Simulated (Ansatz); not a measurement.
# AlF₃: one structure at several levels

One table from this session's results is given with a row withheld; the runs are named, their logs left out.

The runs use Ansatz 0.2.0, Gaussian basis; single points in def2-TZVPP.

Cores are frozen in the correlated methods.

## Where the work starts

SMILES `[F][Al]([F])[F]`, 4 atoms, charge 0, spin multiplicity 1.

Atoms are counted from 1 here; the program's logs count them from 0.

Bond lengths: F1–Al2 1.589 Å, Al2–F3 1.648 Å, Al2–F4 1.627 Å. Angles: F1–Al2–F3 119.4°, F1–Al2–F4 121.4°, F3–Al2–F4 119.0°.

Geometry (Å):

```
F     0.8080   -0.7502    1.1479
Al   -0.0058    0.0100    0.0143
F    -1.4558   -0.5943   -0.4836
F     0.6121    1.3066   -0.7496
```

The first run:

The input, run/in.yaml:

```yaml
crystal:
  periodic: [false, false, false]
  atoms:
    - {symbol: F, position_ang: [0.808000, -0.750200, 1.147900]}
    - {symbol: Al, position_ang: [-0.005800, 0.010000, 0.014300]}
    - {symbol: F, position_ang: [-1.455800, -0.594300, -0.483600]}
    - {symbol: F, position_ang: [0.612100, 1.306600, -0.749600]}
basis:
  gaussian: {orbitals: def2-TZVPP}
correlation: {method: ccsd_t}
output: {forces: true}
```

The command line of these runs was not kept.

Steps of the session up to this table: CCSD(T)/def2-TZVPP; PBE0-D4/def2-TZVPP; wB97M-V/def2-TZVPP; r2SCAN-D4/def2-TZVPP; PBE-D4/def2-TZVPP; CAM-B3LYP-D4/def2-TZVPP; r2SCAN0-D4/def2-TZVPP.

One of the session's tables, all rows but one given; the rest of the session is left out.

```
      method  RMS force component (eV/Å)  angle to CCSD(T) forces (°)  dipole (D)
     CCSD(T)                       0.704                    reference        0.43
     PBE0-D4                       0.669                          4.9        0.42
     wB97M-V                       0.697                          1.3        0.42
   r2SCAN-D4                       0.684                          1.6        0.41
      PBE-D4                       0.793                         16.1        0.39
CAM-B3LYP-D4                           ?                            ?           ?
  r2SCAN0-D4                       0.651                         17.7        0.43
```

Q: Estimate the row for CAM-B3LYP-D4 from the others.

**Answer.** RMS force component (eV/Å): 0.665; angle to CCSD(T) forces (°): 7.3; dipole (D): 0.42. In the column «RMS force component (eV/Å)» it lies between r2SCAN0-D4 (0.651) and PBE0-D4 (0.669).
